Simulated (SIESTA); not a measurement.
Runs of SIESTA 5.4.2 on Ni. The cell holds a sheet with vacuum, 1 atom: a = 2.259 Å, b = 2.259 Å, c = 23.800 Å, α = 90.00°, β = 90.00°, γ = 90.00°. The cell was built by a generator and needn't be a form met in nature.

| level | gap on the mesh (eV) | moment (μB) |
| --- | --- | --- |
| optB88-vdW | none | 0.86 |
| vdW-DF-cx | none | 0.87 |
| vdW-DF | none | (a) |
| PBE | none | (b) |
| vdW-DF2 | none | 0.83 |
| VV10 | none | 0.90 |
| vdW-DF-C09 | none | 0.87 |

Alike in all rows: task band structure; potentials or basis PseudoDojo 0.4 standard (PBE files), DZP (energy shift 0.003 Ry; two zetas on semicore shells); spin collinear, ferromagnetic start; cell as given; k mesh 12 × 12 × 1; smearing fermi-dirac 0.05 eV; grid cutoff 800 Ry; energy shift 0.003 Ry.

Task: Estimate the missing entries.

Result: (a) 0.84; (b) 0.89.

Caveats: the basis of atomic orbitals isn't converged, which shifts pressures, moduli and gaps; the non-local part is tabulated coarsely and may be off by about a percent (some runs).

A gap of «none» marks a metal or a gap under the smearing width.
